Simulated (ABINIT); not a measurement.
# Hg2S (Fm-3m) in ABINIT: further runs

Aim: see how the results for Hg2S move with the level of theory and the settings. Levels: PBE, PBEsol. Tasks: single point.

All numbers are computed with ABINIT 10.8.3 (patched build); they aren't measurements. Logs are shortened: lines on timing, memory, paths and dates and some standing lists are left out, and cuts for length are marked. The log counts tension as positive stress, the text compression.

**1. The crystal as given**

The structure is cubic, space group Fm-3m (No. 225). Conventional cell: a = 6.906 Å, b = 6.906 Å, c = 6.906 Å, α = 90.00°, β = 90.00°, γ = 90.00°. Hg (site symmetry -43m) is surrounded by 4 S at 2.99 Å. S (site symmetry m-3m) has 8 Hg at 2.99 Å as nearest neighbours.

The cell was built by a generator and needn't be a form met in nature.

**2. Single point, PBE (cell strained at random)**

run.abi reads:

```
# Pseudopotentials
pp_dirpath "./"
pseudos "Hg.upf, S.upf"

# Structure
acell 9.3171365224 9.1181398151 9.2242730714
rprim
    -0.0061019188     0.7134669311     0.7006623329
     0.7062570038     0.0017653477     0.7079533375
     0.6997638798     0.7143742016     0.0001120609
ntypat 2
znucl 80 16
natom 3
typat 1 1 2
xred
     0.7500000000     0.7500000000     0.7500000000
     0.2500000000     0.2500000000     0.2500000000
     0.0000000000     0.0000000000     0.0000000000
chkprim 0
chksymtnons 0
tolsym 1.0e-6

# Plane-wave basis
ecut 1346.963619 eV

# k points
kptopt 1
ngkpt 5 5 5
nshiftk 1
shiftk 0.0 0.0 0.0

# Exchange and correlation
ixc 11

# Bands and occupations
nband 28
occopt 3
tsmear 0.00183747

# SCF cycle
nstep 100
tolvrs 1.0e-10

# Output
iomode 3
prtwf 0
prtden 0
prteig 0
prtebands 0
enunit 2
prtvol 2
```

Potentials or basis: PseudoDojo NC SR PBE v0.5 standard.

Started as:

```bash
$ abinit run.abi > log 2>&1
```

run.abo:

```text
.Version 10.8.3 of ABINIT
 Symmetries : space group P-1 (#  2); Bravais aP (primitive triclinic)
================================================================================
 Values of the parameters that define the memory need of the present run
     intxc =       0    ionmov =       0      iscf =       7    lmnmax =       7
     lnmax =       7     mgfft =      60  mpssoang =       4    mqgrid =    3001
     natom =       3  nloc_mem =       1    nspden =       1   nspinor =       1
    nsppol =       1      nsym =       2    n1xccc =    2501    ntypat =       2
    occopt =       3   xclevel =       2
       mpw =        9269          nfft =      216000          nkpt =          63
================================================================================
================================================================================

--------------------------------------------------------------------------------
------------- Echo of variables that govern the present computation ------------
--------------------------------------------------------------------------------
 -outvars: echo values of preprocessed input variables --------
            acell      9.3171365224E+00  9.1181398151E+00  9.2242730714E+00 Bohr
              amu      2.00590000E+02  3.20660000E+01
          chkprim           0
      chksymtnons           0
             ecut      4.95000000E+01 Hartree
           enunit           2
              ixc          11
         kptrlatt        5    0    0      0    5    0      0    0    5
          kptrlen      4.55906991E+01
            natom           3
            nband          28
            ngfft          60      60      60
             nkpt          63
            nstep         100
             nsym           2
           ntypat           2
           occopt           3
           prtden           0
        prtebands           0
           prteig           0
           prtvol           2
            prtwf           0
            rprim     -6.1019188000E-03  7.1346693110E-01  7.0066233290E-01
                       7.0625700380E-01  1.7653477000E-03  7.0795333750E-01
                       6.9976387980E-01  7.1437420160E-01  1.1206090000E-04
          spgroup           2
           tolsym      1.00000000E-06
           tolvrs      1.00000000E-10
           tsmear      1.83747000E-03 Hartree
            typat      1  1  2
           xangst      5.0950679965E+00  5.2599479962E+00  5.1532934963E+00
                       1.6983559988E+00  1.7533159987E+00  1.7177644988E+00
                       0.0000000000E+00  0.0000000000E+00  0.0000000000E+00
            xcart      9.6282831062E+00  9.9398611494E+00  9.7383133545E+00
                       3.2094277021E+00  3.3132870498E+00  3.2461044515E+00
                       0.0000000000E+00  0.0000000000E+00  0.0000000000E+00
             xred      7.5000000000E-01  7.5000000000E-01  7.5000000000E-01
                       2.5000000000E-01  2.5000000000E-01  2.5000000000E-01
                       0.0000000000E+00  0.0000000000E+00  0.0000000000E+00
            znucl       80.00000   16.00000

================================================================================

 chkinp: Checking input parameters for consistency.

================================================================================
== DATASET  1 ==================================================================

--- !DatasetInfo
iteration_state: {dtset: 1, }
dimensions: {natom: 3, nkpt: 63, mband: 28, nsppol: 1, nspinor: 1, nspden: 1, mpw: 9269, }
cutoff_energies: {ecut:  49.5, pawecutdg:  -1.0, }
electrons: {nelect:   4.60000000E+01, charge:   0.00000000E+00, occopt:   3.00000000E+00, tsmear:   1.83747000E-03, }
meta: {optdriver: 0, ionmov: 0, optcell: 0, iscf: 7, paral_kgb: 0, }
...

 Exchange-correlation functional for the present dataset will be:
  GGA: Perdew-Burke-Ernzerhof functional - ixc=11
  J.P.Perdew, K.Burke, M.Ernzerhof, PRL 77, 3865 (1996)

 Real(R)+Recip(G) space primitive vectors, cartesian coordinates (Bohr,Bohr^-1):
 R(1)= -0.0568524  6.6474688  6.5281666  G(1)= -0.0765468  0.0749693  0.0761764
 R(2)=  6.4397501  0.0160967  6.4552175  G(2)=  0.0773995 -0.0758287  0.0778885
 R(3)=  6.4548131  6.5895827  0.0010337  G(3)=  0.0770301  0.0763121 -0.0770358
 Unit cell volume ucvol=  5.5570186E+02 bohr^3
 Angles (23,13,12)=  6.02937384E+01  5.96360496E+01  6.04629524E+01 degrees

 getcut: wavevector=  0.0000  0.0000  0.0000  ngfft=  60  60  60
         ecut(hartree)=     49.500   => boxcut(ratio)=   2.03368
[... 396 lines left out ...]
  1.20E-15 6.85E-16 6.02E-16 4.66E-16 3.72E-16 2.83E-16 2.41E-16 2.80E-16
  4.07E-16 4.96E-16 1.04E-15 1.49E-08
 reduced coordinates (array xred) for    3 atoms
       0.750000000000      0.750000000000      0.750000000000
       0.250000000000      0.250000000000      0.250000000000
       0.000000000000      0.000000000000      0.000000000000
 rms dE/dt=  5.8371E-04; max dE/dt=  1.0987E-03; dE/dt below (all hartree)
    1       0.000150004440     -0.000550951009     -0.001098714821
    2      -0.000150004440      0.000550951009      0.001098714821
    3       0.000000000000      0.000000000000      0.000000000000

 cartesian coordinates (angstrom) at end:
    1      5.09506799648457     5.25994799621396     5.15329349632439
    2      1.69835599882819     1.75331599873799     1.71776449877480
    3      0.00000000000000     0.00000000000000     0.00000000000000

 cartesian forces (hartree/bohr) at end:
    1      0.00013875978606     0.00003082156921    -0.00005315443863
    2     -0.00013875978606    -0.00003082156921     0.00005315443863
    3     -0.00000000000000    -0.00000000000000    -0.00000000000000
 frms,max,avg= 7.1538089E-05 1.3875979E-04   0.000E+00  0.000E+00  0.000E+00 h/b

 cartesian forces (eV/Angstrom) at end:
    1      0.00713531508655     0.00158490881254    -0.00273331113197
    2     -0.00713531508655    -0.00158490881254     0.00273331113197
    3     -0.00000000000000    -0.00000000000000    -0.00000000000000
 frms,max,avg= 3.6786364E-03 7.1353151E-03   0.000E+00  0.000E+00  0.000E+00 e/A
 length scales=  9.317136522400  9.118139815100  9.224273071400 bohr
              =  4.930416315181  4.825111792705  4.881275093220 angstroms
 Fermi (or HOMO) energy (hartree) =   0.20988   Average Vxc (hartree)=  -0.35860
 Eigenvalues (hartree) for nkpt=  63  k points:
 kpt#   1, nband= 28, wtk=  0.00800, kpt=  0.0000  0.0000  0.0000 (reduced coord)
  -4.00032   -4.00031   -2.10154   -2.10152   -2.10140   -2.10129   -2.10129   -2.10123
  -0.26478   -0.04662   -0.04551   -0.04516   -0.04215   -0.04069   -0.00949   -0.00921
  -0.00851    0.00200    0.00347    0.05614    0.14917    0.15094    0.15121    0.24162
   0.30764    0.31185    0.31481    0.49338
      occupation numbers for kpt#   1
   2.00000    2.00000    2.00000    2.00000    2.00000    2.00000    2.00000    2.00000
   2.00000    2.00000    2.00000    2.00000    2.00000    2.00000    2.00000    2.00000
   2.00000    2.00000    2.00000    2.00000    2.00000    2.00000    2.00000    0.00000
   0.00000    0.00000    0.00000    0.00000
 kpt#   2, nband= 28, wtk=  0.01600, kpt=  0.2000  0.0000  0.0000 (reduced coord)
  -4.00032   -4.00031   -2.10151   -2.10150   -2.10138   -2.10132   -2.10131   -2.10125
  -0.26191   -0.04366   -0.04303   -0.04159   -0.03774   -0.03676   -0.01192   -0.01176
  -0.01116   -0.00287   -0.00189    0.04671    0.13939    0.14398    0.14518    0.21552
   0.32984    0.33082    0.37588    0.46213
      occupation numbers for kpt#   2
   2.00000    2.00000    2.00000    2.00000    2.00000    2.00000    2.00000    2.00000
[... 598 lines left out ...]
      occupation numbers for kpt#  62
   2.00000    2.00000    2.00000    2.00000    2.00000    2.00000    2.00000    2.00000
   2.00000    2.00000    2.00000    2.00000    2.00000    2.00000    2.00000    2.00000
   2.00000    2.00000    2.00000    2.00000    2.00000    2.00000    0.26356    0.00710
   0.00000    0.00000    0.00000    0.00000
 kpt#  63, nband= 28, wtk=  0.01600, kpt= -0.2000 -0.2000  0.4000 (reduced coord)
  -4.00032   -4.00032   -2.10152   -2.10146   -2.10137   -2.10135   -2.10129   -2.10128
  -0.25486   -0.03616   -0.03310   -0.03001   -0.02600   -0.02501   -0.01811   -0.01728
  -0.01509   -0.01476   -0.01249    0.02073    0.07154    0.12496    0.17353    0.24163
   0.32052    0.37312    0.38935    0.45033
      occupation numbers for kpt#  63
   2.00000    2.00000    2.00000    2.00000    2.00000    2.00000    2.00000    2.00000
   2.00000    2.00000    2.00000    2.00000    2.00000    2.00000    2.00000    2.00000
   2.00000    2.00000    2.00000    2.00000    2.00000    2.00000    2.00000    0.00000
   0.00000    0.00000    0.00000    0.00000
 Fermi (or HOMO) energy (eV) =   5.71114   Average Vxc (eV)=  -9.75797
 Eigenvalues (   eV  ) for nkpt=  63  k points:
 kpt#   1, nband= 28, wtk=  0.00800, kpt=  0.0000  0.0000  0.0000 (reduced coord)
-108.85431 -108.85402  -57.18572  -57.18529  -57.18188  -57.17914  -57.17890  -57.17739
  -7.20501   -1.26869   -1.23830   -1.22892   -1.14699   -1.10719   -0.25834   -0.25054
  -0.23159    0.05430    0.09446    1.52755    4.05907    4.10734    4.11464    6.57495
   8.37130    8.48577    8.56640   13.42552
 kpt#   2, nband= 28, wtk=  0.01600, kpt=  0.2000  0.0000  0.0000 (reduced coord)
-108.85428 -108.85405  -57.18510  -57.18469  -57.18146  -57.17977  -57.17953  -57.17782
  -7.12696   -1.18792   -1.17098   -1.13161   -1.02708   -1.00036   -0.32432   -0.32007
  -0.30377   -0.07818   -0.05145    1.27104    3.79295    3.91796    3.95053    5.86453
   8.97551    9.00219   10.22808   12.57520
 kpt#   3, nband= 28, wtk=  0.01600, kpt=  0.4000  0.0000  0.0000 (reduced coord)
-108.85421 -108.85412  -57.18345  -57.18311  -57.18141  -57.18114  -57.18034  -57.17896
  -6.99684   -0.99099   -0.97964   -0.74929   -0.73506   -0.71384   -0.48601   -0.48155
  -0.41825   -0.39071   -0.38960    0.44443    2.97854    3.70265    3.73786    6.80800
   9.50451    9.60452   10.70759   12.79720
 kpt#   4, nband= 28, wtk=  0.01600, kpt=  0.0000  0.2000  0.0000 (reduced coord)
-108.85428 -108.85405  -57.18510  -57.18469  -57.18146  -57.17978  -57.17952  -57.17782
[... 283 lines left out ...]
 kpt#  61, nband= 28, wtk=  0.01600, kpt=  0.4000 -0.2000  0.4000 (reduced coord)
-108.85422 -108.85411  -57.18545  -57.18504  -57.18283  -57.17945  -57.17919  -57.17650
  -6.89607   -1.14398   -0.97921   -0.90989   -0.77481   -0.71014   -0.50887   -0.49370
  -0.41024   -0.25940   -0.09869    1.05829    1.70184    2.89792    4.96667    6.84319
   7.49892   10.20102   10.66937   13.13387
 kpt#  62, nband= 28, wtk=  0.01600, kpt= -0.4000 -0.2000  0.4000 (reduced coord)
-108.85421 -108.85412  -57.18583  -57.18348  -57.18222  -57.18136  -57.17844  -57.17711
  -6.91188   -1.11433   -0.91394   -0.86865   -0.75596   -0.63227   -0.57880   -0.45227
  -0.40013   -0.30973   -0.26971    0.99892    1.75071    2.75586    5.80540    5.99302
   8.37285    9.27267   11.31584   12.26661
 kpt#  63, nband= 28, wtk=  0.01600, kpt= -0.2000 -0.2000  0.4000 (reduced coord)
-108.85418 -108.85415  -57.18521  -57.18373  -57.18112  -57.18063  -57.17907  -57.17868
  -6.93522   -0.98403   -0.90080   -0.81650   -0.70753   -0.68054   -0.49281   -0.47024
  -0.41063   -0.40159   -0.33974    0.56405    1.94659    3.40026    4.72191    6.57520
   8.72169   10.15315   10.59476   12.25412
 Total charge density [el/Bohr^3]
)     Maximum=    1.7772E+00  at reduced coord.    0.7500    0.6667    0.7667
)Next maximum=    1.7772E+00  at reduced coord.    0.2500    0.3333    0.2333
)     Minimum=    6.9367E-04  at reduced coord.    0.5000    0.5000    0.5000
)Next minimum=    7.0041E-04  at reduced coord.    0.5167    0.5000    0.4833
   Integrated=    4.6000E+01

--- !EnergyTerms
iteration_state     : {dtset: 1, }
comment             : Components of total free energy in Hartree
kinetic             :  9.89470433445458E+01
hartree             :  9.88419642437936E+01
xc                  : -5.82440897221695E+01
Ewald energy        : -1.94979360851676E+02
psp_core            :  5.79374836043491E+00
local_psp           : -3.08389248134896E+02
non_local_psp       :  1.38130035004504E+01
internal            : -3.44216939259517E+02
'-kT*entropy'       : -8.11912852143869E-04
total_energy        : -3.44217751172369E+02
total_energy_eV     : -9.36664217987430E+03
band_energy         : -4.13641232468582E+01
...

 Cartesian components of stress tensor (hartree/bohr^3)
  sigma(1 1)=  6.60079060E-05  sigma(3 2)= -4.60743163E-06
  sigma(2 2)=  4.80499338E-05  sigma(3 1)=  4.08506336E-06
  sigma(3 3)=  6.28811511E-05  sigma(2 1)=  2.48108245E-06

-Cartesian components of stress tensor (GPa)         [Pressure= -1.7352E+00 GPa]
- sigma(1 1)=  1.94201964E+00  sigma(3 2)= -1.35555319E-01
- sigma(2 2)=  1.41367786E+00  sigma(3 1)=  1.20186713E-01
- sigma(3 3)=  1.85002734E+00  sigma(2 1)=  7.29959659E-02

== END DATASET(S) ==============================================================
================================================================================

 -outvars: echo values of variables after computation  --------
            acell      9.3171365224E+00  9.1181398151E+00  9.2242730714E+00 Bohr
           etotal     -3.4421775117E+02
            fcart      1.3875978606E-04  3.0821569207E-05 -5.3154438634E-05
                      -1.3875978606E-04 -3.0821569207E-05  5.3154438634E-05
                      -0.0000000000E+00 -0.0000000000E+00 -0.0000000000E+00
            rprim     -6.1019188000E-03  7.1346693110E-01  7.0066233290E-01
                       7.0625700380E-01  1.7653477000E-03  7.0795333750E-01
                       6.9976387980E-01  7.1437420160E-01  1.1206090000E-04
           strten      6.6007906035E-05  4.8049933792E-05  6.2881151074E-05
                      -4.6074316316E-06  4.0850633595E-06  2.4810824519E-06
           xangst      5.0950679965E+00  5.2599479962E+00  5.1532934963E+00
                       1.6983559988E+00  1.7533159987E+00  1.7177644988E+00
                       0.0000000000E+00  0.0000000000E+00  0.0000000000E+00
             xred      7.5000000000E-01  7.5000000000E-01  7.5000000000E-01
                       2.5000000000E-01  2.5000000000E-01  2.5000000000E-01
                       0.0000000000E+00  0.0000000000E+00  0.0000000000E+00
 Calculation completed.
```

Run time: 10 min. Hardware: 1 thread of Arm Neoverse V2, shared host; peak memory 0.37 GiB.

Results:

```
Free energy                                           : -9366.6422 eV
Pressure                                              : -1.7 GPa
Largest force                                         : 0.008 eV/Å
Band gap on the k mesh                                : none (metal or under the smearing width)
Valence electrons inside the program's atomic spheres : Hg 16.52; S 3.72
```

Forces on the atoms (eV/Å):
```
Hg   0.007  0.002 -0.003
Hg  -0.007 -0.002  0.003
S    0.000  0.000  0.000
```

Stress tensor (GPa, compression positive):
```
-1.94 -0.07 -0.12
-0.07 -1.41  0.14
-0.12  0.14 -1.85
```

Levels at points of the mesh, in eV from the Fermi level:
```
           k point  band 19  band 20  band 21  band 22  band 23  band 24  band 25  band 26  band 27  band 28
(0.00, 0.00, 0.00)    -5.62    -4.18    -1.65    -1.60    -1.60     0.86     2.66     2.77     2.86     7.71
```

Spin-orbit coupling is left out, which matters for the levels of Hg.

**3. Single point, PBEsol**

run.abi reads:

```
# Pseudopotentials
pp_dirpath "./"
pseudos "Hg.upf, S.upf"

# Structure
acell 9.2282414272 9.2282414272 9.2282414272
rprim
     0.0000000000     0.7071067812     0.7071067812
     0.7071067812     0.0000000000     0.7071067812
     0.7071067812     0.7071067812     0.0000000000
ntypat 2
znucl 80 16
natom 3
typat 1 1 2
xred
     0.7500000000     0.7500000000     0.7500000000
     0.2500000000     0.2500000000     0.2500000000
     0.0000000000     0.0000000000     0.0000000000

# Plane-wave basis
ecut 29.0

# k points
kptopt 1
ngkpt 5 5 5
nshiftk 1
shiftk 0.0 0.0 0.0

# Exchange and correlation
ixc -116133

# Bands and occupations
nband 28
occopt 3
tsmear 0.00183747

# SCF cycle
nstep 100
tolvrs 1.0e-10

# Output
iomode 3
prtwf 0
prteig 0
prtebands 0
prtvol 2
prtden 1
prtvha 1
prtvclmb 1
prtpot 1
prtelf 1
```

Potentials or basis: PseudoDojo NC SR PBEsol v0.4.1 standard.

Started as:

```bash
$ abinit run.abi > log 2>&1
```

Run time: 41 s. Hardware: 1 thread of Arm Neoverse V2, shared host; peak memory 0.1 GiB.

It converged, with:

```yaml
Free_energy: -9363.2232 eV
Pressure: -5.3 GPa
Band_gap_on_the_k_mesh: none (metal or under the smearing width)
Valence_electrons_inside_the_program's_atomic_spheres: Hg 16.53; S 3.71
```

Levels at points of the mesh, in eV from the Fermi level:
```
           k point  band 21  band 22  band 23  band 24  band 25  band 26
(0.00, 0.00, 0.00)    -1.60    -1.60    -1.60     0.83     2.69     2.69
```

The run has no spin-orbit coupling, so splittings on Hg are missing.
